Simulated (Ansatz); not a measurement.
# Mg3ZnC (P1) in Ansatz: convergence with k mesh

Aim: find how far k mesh must go before the results for Mg3ZnC settle, at PBE. This setting moves, with any that are tied to it; all else stays.

Program: Ansatz 0.2.0. These are calculated values, not measurements. Logs are shortened: lines on timing, memory, paths and dates and some standing lists are left out, and cuts for length are marked.

### 1 The cell of the first run

The typed cell holds 5 atoms: a = 4.407 Å, b = 4.407 Å, c = 4.407 Å, α = 90.00°, β = 90.00°, γ = 90.00°.

The cell comes from a database or a generator and needn't be the stable form of this composition.

The cell isn't the ideal one: atoms moved at random, drawn with an rms of 0.05 Å.

### 2 With k mesh 2 × 2 × 2

The input, input.yaml:

```yaml
crystal:
  lattice:
    - [4.406931, 0.0, 0.0]
    - [0.0, 4.406931, 0.0]
    - [0.0, 0.0, 4.406931]
  atoms:
    - { symbol: Zn, position: [0.014398, 0.000327, 0.004249] }
    - { symbol: Mg, position: [0.504432, 0.005377, 0.495903] }
    - { symbol: Mg, position: [0.509865, 0.501196, 0.001691] }
    - { symbol: Mg, position: [-0.001306, 0.49671, 0.500501] }
    - { symbol: C, position: [0.510421, 0.503841, 0.506439] }
hamiltonian:
  xc: pbe
  pseudopotentials: { kind: nc }
kpoints:
  mp_grid: { grid: [2, 2, 2] }
scf:
  occupations: { method: fermi_dirac, width: 0.1 }
output:
  forces: true
  stress: true
  eigenvalues: true
```

Potentials or basis: Ansatz NC.

The run is started by

```
$ ansatz run input.yaml --threads 2 --pin off --max-ram 5632MiB --backend cpu --events-out ev --progress --plain --runs-dir out
```

Run time: 2.5 s. Hardware: 2 threads of Arm Neoverse V2, shared host; peak memory 0.43 GiB.

What came out:

| Item | Value |
| --- | --- |
| Free energy | -10699.7681 eV |
| Pressure | -0.5 GPa |
| Largest force | 0.520 eV/Å |
| Band gap on the k mesh | none (metal or under the smearing width) |

### 3 With k mesh 3 × 3 × 3

Changes to input.yaml since step 2:

```diff
@@ -15,3 +15,3 @@
 kpoints:
-  mp_grid: { grid: [2, 2, 2] }
+  mp_grid: { grid: [3, 3, 3] }
 scf:
```

Potentials or basis: Ansatz NC.

The run is started by

```
$ ansatz run input.yaml --threads 2 --pin off --max-ram 5632MiB --backend cpu --events-out ev --progress --plain --runs-dir out
```

It took 6.7 s on 2 threads of Arm Neoverse V2, shared host; peak memory 0.43 GiB.

What came out:

| Property | Result |
| --- | --- |
| Free energy | -10699.6152 eV |
| Pressure | -0.5 GPa |
| Largest force | 0.550 eV/Å |
| Band gap on the k mesh | none (metal or under the smearing width) |

### 4 With k mesh 4 × 4 × 4

Changes to input.yaml since step 3:

```diff
@@ -15,3 +15,3 @@
 kpoints:
-  mp_grid: { grid: [3, 3, 3] }
+  mp_grid: { grid: [4, 4, 4] }
 scf:
```

The run is started by

```
$ ansatz run input.yaml --threads 2 --pin off --max-ram 5632MiB --backend cpu --events-out ev --progress --plain --runs-dir out
```

Wall time 14 s (2 threads of Arm Neoverse V2, shared host); peak memory 0.54 GiB.

Results:

```
Free energy            : -10699.5006 eV
Pressure               : -0.1 GPa
Largest force          : 0.544 eV/Å
Band gap on the k mesh : none (metal or under the smearing width)
```

### 5 With k mesh 5 × 5 × 5

Changes to input.yaml since step 4:

```diff
@@ -15,3 +15,3 @@
 kpoints:
-  mp_grid: { grid: [4, 4, 4] }
+  mp_grid: { grid: [5, 5, 5] }
 scf:
```

The run is started by

```
$ ansatz run input.yaml --threads 2 --pin off --max-ram 5632MiB --backend cpu --events-out ev --progress --plain --runs-dir out
```

Run time: 27 s. Hardware: 2 threads of Arm Neoverse V2, shared host; peak memory 0.68 GiB.

Results:

* Free energy: -10699.4346 eV
* Pressure: -0.2 GPa
* Largest force: 0.547 eV/Å
* Band gap on the k mesh: none (metal or under the smearing width)

### 6 With k mesh 6 × 6 × 6

Changes to input.yaml since step 5:

```diff
@@ -15,3 +15,3 @@
 kpoints:
-  mp_grid: { grid: [5, 5, 5] }
+  mp_grid: { grid: [6, 6, 6] }
 scf:
```

Potentials or basis: Ansatz NC.

The run is started by

```
$ ansatz run input.yaml --threads 2 --pin off --max-ram 5632MiB --backend cpu --events-out ev --progress --plain --runs-dir out
```

Wall time 47 s (2 threads of Arm Neoverse V2, shared host); peak memory 0.93 GiB.

Results (log left out):

| Property | Result |
| --- | --- |
| Free energy | -10699.4673 eV |
| Pressure | 0.0 GPa |
| Largest force | 0.540 eV/Å |
| Band gap on the k mesh | none (metal or under the smearing width) |

### 7 With k mesh 7 × 7 × 7

Changes to input.yaml since step 6:

```diff
@@ -15,3 +15,3 @@
 kpoints:
-  mp_grid: { grid: [6, 6, 6] }
+  mp_grid: { grid: [7, 7, 7] }
 scf:
```

The run is started by

```
$ ansatz run input.yaml --threads 2 --pin off --max-ram 5632MiB --backend cpu --events-out ev --progress --plain --runs-dir out
```

Wall time 72 s (2 threads of Arm Neoverse V2, shared host); peak memory 1.2 GiB.

Results (log left out):

* Free energy: -10699.4588 eV
* Pressure: 0.1 GPa
* Largest force: 0.537 eV/Å
* Band gap on the k mesh: none (metal or under the smearing width)

### 8 With k mesh 8 × 8 × 8

Changes to input.yaml since step 7:

```diff
@@ -15,3 +15,3 @@
 kpoints:
-  mp_grid: { grid: [7, 7, 7] }
+  mp_grid: { grid: [8, 8, 8] }
 scf:
```

The run is started by

```
$ ansatz run input.yaml --threads 2 --pin off --max-ram 5632MiB --backend cpu --events-out ev --progress --plain --runs-dir out
```

It took 1.8 min on 2 threads of Arm Neoverse V2, shared host; peak memory 1.7 GiB.

It converged, with:

* Free energy: -10699.4691 eV
* Pressure: -0.1 GPa
* Largest force: 0.540 eV/Å
* Band gap on the k mesh: none (metal or under the smearing width)

### 9 With k mesh 10 × 10 × 10

Changes to input.yaml since step 8:

```diff
@@ -15,3 +15,3 @@
 kpoints:
-  mp_grid: { grid: [8, 8, 8] }
+  mp_grid: { grid: [10, 10, 10] }
 scf:
```

Potentials or basis: Ansatz NC.

The run is started by

```
$ ansatz run input.yaml --threads 2 --pin off --max-ram 5632MiB --backend cpu --events-out ev --progress --plain --runs-dir out
```

Output:

```text
Warning: RAYON_NUM_THREADS=2 ignored (pool sized by the plan → 2); use --threads N
Engine: ansatz 0.2.0, aarch64-unknown-linux-gnu
Pseudopotentials: kind: nc
Pseudopotential: Zn, nc, valence charge 20, recommended cutoff 1142.878222 eV (normal), Zn.nc.azcp
Pseudopotential: Mg, nc, valence charge 10, recommended cutoff 1142.878222 eV (normal), Mg.nc.azcp
Pseudopotential: C, nc, valence charge 4, recommended cutoff 1115.666836 eV (normal), C.nc.azcp
Functional definition: PBE
  parameter kappa = 0.804
  parameter beta = 0.06672455060314922
  exchange = pbe_x(kappa = kappa, mu = beta*pi^2/3)
  correlation = pbe_c(beta = beta)
Crystal: 5 atoms, lattice volume = 85.587 Å³
Basis set: ecut = 1142.878222 eV, 7497 PW (Γ), exchange–correlation on 100×100×100 points (8 copies of the dense FFT grid, shifted against one another)
Bands: 33, of which v1, the nominal top of the filled ones, is band 27 counted from 1 (26 counted from 0)
Symmetry: 1 space group operations
Space group: P1 (ITA 1), of the structure as read, at distance tolerance 4.4e-5 Å
k-points: 504 of 1000 (time reversal used)
Non-local potential: Zn, projectors of the file, l = 0: 2, l = 1: 2, l = 2: 2, l = 3: 1
Non-local potential: Mg, projectors of the file, l = 0: 2, l = 1: 2
Non-local potential: C, projectors of the file, l = 0: 2, l = 1: 2
Initial density: superposition of atomic densities (chi_scale 0.1, normalization cell, long waves kept (reshape's long-wave potential 0.00 eV rms))
Initial wavefunctions: pseudopotential atomic-orbital guess
Functional: x = pbe(κ = 0.804, μ = 0.2195149727645171), c = pbe(β = 0.06672455060314922)
SCF iter   1: F=—  HF=-10701.546610 eV  |F-HF|=—  |Δ(HF+E_count)|=         —  Δρ=7.50e-2  dr2=1.00e1  ethr=3.10e-3  ⟨swp⟩=6.4  Hψ=70746  notcnv=0
preconditioner: auto → Kerker (q_TF=auto, 2.527 Å⁻¹)  [metal: Δε(μ)=0.053 eV  Ē_g=8.400 eV  σ=0.100 eV  W_gap=0.13  n_scr=26 (ndim 8)  ℏωp=18.8 eV  f_vac=0.000  D(μ)=1.81/eV (n_scr^D=6)]
SCF iter   2: F=—  HF=-10699.714820 eV  |F-HF|=—  |Δ(HF+E_count)|=    1.83e0  Δρ=2.47e-2  dr2=1.07e0  ethr=3.10e-3  ⟨swp⟩=3.3  Hψ=32030  notcnv=0
SCF iter   3: F=—  HF=-10699.529541 eV  |F-HF|=—  |Δ(HF+E_count)|=   1.85e-1  Δρ=1.29e-2  dr2=2.24e-1  ethr=1.97e-3  ⟨swp⟩=2.5  Hψ=23737  notcnv=0
SCF iter   4: F=—  HF=-10699.474399 eV  |F-HF|=—  |Δ(HF+E_count)|=   5.51e-2  Δρ=3.03e-3  dr2=6.99e-3  ethr=4.15e-4  ⟨swp⟩=2.2  Hψ=22311  notcnv=0
SCF iter   5: F=—  HF=-10699.473103 eV  |F-HF|=—  |Δ(HF+E_count)|=   1.30e-3  Δρ=1.18e-3  dr2=1.19e-3  ethr=1.29e-5  ⟨swp⟩=2.0  Hψ=26146  notcnv=0
SCF iter   6: F=—  HF=-10699.473083 eV  |F-HF|=—  |Δ(HF+E_count)|=   2.04e-5  Δρ=3.54e-4  dr2=1.09e-4  ethr=2.20e-6  ⟨swp⟩=2.0  Hψ=22250  notcnv=0
SCF iter   7: F=—  HF=-10699.473080 eV  |F-HF|=—  |Δ(HF+E_count)|=   2.98e-6  Δρ=7.80e-5  dr2=6.28e-6  ethr=2.02e-7  ⟨swp⟩=2.0  Hψ=18679  notcnv=0
SCF iter   8: F=—  HF=-10699.471954 eV  |F-HF|=—  |Δ(HF+E_count)|=   1.13e-3  Δρ=3.16e-5  dr2=5.38e-7  ethr=1.16e-8  ⟨swp⟩=3.0  Hψ=29584  notcnv=0
SCF iter   9: F=-10699.471954 eV  HF=-10699.471954 eV  |F-HF|=2.75e-8  |Δ(HF+E_count)|=   6.63e-8  Δρ=1.04e-5  dr2=4.11e-8  ethr=1.85e-10  ⟨swp⟩=7.8  Hψ=81992  notcnv=0
SCF 1 converged in 9 iterations: F = -10699.471954 eV  dr2 = 4.11e-8
SCF converged after 9 iterations
Free energy (F): -10699.471954 eV
Harris-Foulkes:  -10699.471954 eV  (|F-HF|=2.75e-8)
Internal energy: -10699.407032 eV  (E = F + TS)
E sigma→0 (E₀):  -10699.439493 eV
Entropy (-TS):   -0.064922 eV (-12.984 meV/atom)
Fermi energy:    7.755007 eV
--- Per-component energies (eV) ---
  E_band       = -1648.711665
  E_kinetic    = 5388.024709
  E_local      = -10696.841636  (includes V_loc(G=0)·N_el)
  E_nonlocal   = -2844.703250
  E_hartree    = 4048.313860
  E_xc         = -1315.693403
  E_vxc        = -1591.829670  (∫ρ·V_xc dr)
  E_ewald      = -5278.507312
  E_smearing   = -0.064922  (= −TS)
  E_closure    = -0.000000  (closes the sum)
  Σ components = -10699.471954   (vs F -10699.471954, Δ=0.00e0)
--- Forces (eV/Å), atoms counted from 1 ---
  atom   1  Zn    -0.05867745     0.00529940    -0.02774889
  atom   2  Mg    -0.00586897    -0.14994084     0.08808008
  atom   3  Mg    -0.06505506     0.03926290     0.10866485
  atom   4  Mg     0.53151013     0.08743245     0.03698628
  atom   5  C     -0.40183030     0.01801042    -0.20610008
  max |Σ_I F_I| component: 1.18e-4 eV/Å
--- Stress (GPa, compression-positive) ---
        0.091818      -0.007108      -0.001894
       -0.007108      -0.141501      -0.004891
       -0.001894      -0.004891      -0.072525
  P = ⅓ Tr σ = -0.0407 GPa (-0.407 kbar)
--- Band table (eV; the first three rows and the last of 504) ---
  k-point 0: bands = ["-118.3947", "-72.5415", "-72.5413", "-72.5412", "-67.7408", "-67.7371", "-67.7350", "-34.5744", "-34.5735", "-34.5729", "-34.5686", "-34.5671", "-34.5668", "-34.4220", "-34.4211", "-34.4199", "-2.9156", "0.6583", "0.6586", "0.7125", "0.7127", "0.7129", "2.5444", "5.1273", "5.1286", "5.1332", "9.3997", "9.4016", "10.4445", "10.4449", "10.4483", "13.1045", "14.6303"]
  k-point 1: bands = ["-118.3947", "-72.5415", "-72.5413", "-72.5412", "-67.7408", "-67.7371", "-67.7350", "-34.5742", "-34.5734", "-34.5727", "-34.5688", "-34.5670", "-34.5669", "-34.4221", "-34.4214", "-34.4197", "-2.8795", "0.6595", "0.6622", "0.7098", "0.7101", "0.7131", "2.4650", "5.0963", "5.1683", "5.1755", "9.1664", "9.4703", "10.3214", "10.3253", "10.6088", "13.4994", "14.2342"]
  k-point 2: bands = ["-118.3947", "-72.5415", "-72.5413", "-72.5412", "-67.7405", "-67.7373", "-67.7351", "-34.5738", "-34.5732", "-34.5722", "-34.5692", "-34.5672", "-34.5669", "-34.4226", "-34.4218", "-34.4196", "-2.7801", "0.6618", "0.6703", "0.7028", "0.7031", "0.7138", "2.2411", "5.0929", "5.2792", "5.2874", "8.5116", "9.6743", "9.9907", "10.0021", "11.2419", "13.9052", "13.9078"]
  k-point 503: bands = ["-118.3947", "-72.5415", "-72.5413", "-72.5412", "-67.7390", "-67.7380", "-67.7358", "-34.5829", "-34.5820", "-34.5815", "-34.5589", "-34.5577", "-34.5573", "-34.4514", "-34.4090", "-34.4077", "-1.9139", "0.6318", "0.6320", "0.6323", "0.7508", "0.7510", "4.4063", "4.4084", "4.4128", "4.6610", "6.0064", "6.0087", "6.0102", "12.6937", "12.6986", "12.7035", "15.8901"]
```

Wall time 3.5 min (2 threads of Arm Neoverse V2, shared host); peak memory 2.9 GiB.

Results:

```
Free energy            : -10699.4720 eV
Pressure               : 0.0 GPa
Largest force          : 0.540 eV/Å
Band gap on the k mesh : none (metal or under the smearing width)
```

### 10 The series at a glance

```csv
k mesh,"energy less the tightest run, at zero smearing (meV/atom)",pressure (GPa),largest force (eV/Å),SCF cycles,CPU time (s),peak memory (GiB)
2 × 2 × 2,-54.15,-0.50,0.520,9,4.9,0.43
3 × 3 × 3,-25.47,-0.53,0.550,9,13,0.43
4 × 4 × 4,-6.27,-0.14,0.544,8,28,0.54
5 × 5 × 5,10.31,-0.23,0.547,9,54,0.68
6 × 6 × 6,0.60,-0.04,0.540,9,94,0.93
7 × 7 × 7,3.14,0.07,0.537,9,140,1.2
8 × 8 × 8,0.68,-0.05,0.540,9,220,1.7
10 × 10 × 10,0.00,-0.04,0.540,9,420,2.9
```

Against the tightest run, the energy stays within 1 meV/atom from 8 × 8 × 8 on; the pressure stays within 0.1 GPa from 8 × 8 × 8 on; the largest force stays within 0.005 eV/Å from 6 × 6 × 6 on. Meshes of other sizes hit other points, so gaps and Fermi surfaces needn't settle smoothly. The tightest run that finished is the yardstick and may itself not be fully converged.
